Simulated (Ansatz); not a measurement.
Crystal: MgI2.

```xyz
3
Lattice="4.1400 0.0000 0.0000 -2.0700 3.5853 0.0000 0.0000 0.0000 6.8800" Properties=species:S:1:pos:R:3 pbc="T T T"
I     2.0700    1.1951    5.1600
I     0.0000    2.3902    1.7200
Mg    0.0000    0.0000    0.0000
```

* Program: Ansatz 0.2.0
* Task: relaxation of cell and atoms
* Functional: revPBE
* Potentials or basis: Ansatz PAW
* Cutoff: 420 eV (not typed: the program's choice for these potentials)
* k mesh: 8 × 8 × 4
* Occupations: fermi-dirac, width 0.05 eV
* Spin: no spin polarisation

At the start: volume 34.04 Å³/atom.

How do energy, volume and symmetry change on relaxing?

It ends after 18 steps and the volume is 49.38 Å³/atom (+45.1 %); space group P-3m1 (No. 164, to 0.05 Å).

The path:
```tsv
step	energy change (eV)	largest force (eV/Å)	volume (Å³)
1	0.0000	0.2198	102.12
2	-0.0799	0.3241	113.85
3	-0.1156	0.0725	116.72
4	-0.1354	0.0339	121.94
5	-0.1384	0.0024	126.13
6	-0.1394	0.0009	124.52
7	-0.1394	0.0001	124.74
8	-0.1468	0.0007	124.74
9	-0.1514	0.0031	127.42
10	-0.1567	0.0079	132.56
11	-0.1584	0.0071	137.85
12	-0.1584	0.0001	138.07
13	-0.1599	0.0001	138.07
14	-0.1604	0.0068	140.46
15	-0.1608	0.0096	144.39
16	-0.1608	0.0075	147.65
17	-0.1607	0.0007	148.14
18	-0.1613	0.0007	148.14
```

Final structure:
```
I Mg
1.0
     4.26758    0.00000    0.00000
    -2.13379    3.69584    0.00000
     0.00000    0.00000    9.39273
I Mg
2 1
Direct
  0.66667 0.33333 0.82146
  0.33333 0.66667 0.17854
  0.00000 0.00000 0.00000
```

Caveat: the volume moved by over 15 % at a fixed basis, so the end points are rough; the plane-wave basis is chosen anew once the cell has moved, so the energies of steps on either side of that aren't comparable; this functional lacks dispersion, which binds the layers, so the pressure and a relaxed spacing across them are unreliable, and here the layers came unbound; the PAW data sets come from PBE, with cores solved anew for the run's functional, which leaves a small shift of forces and pressure.
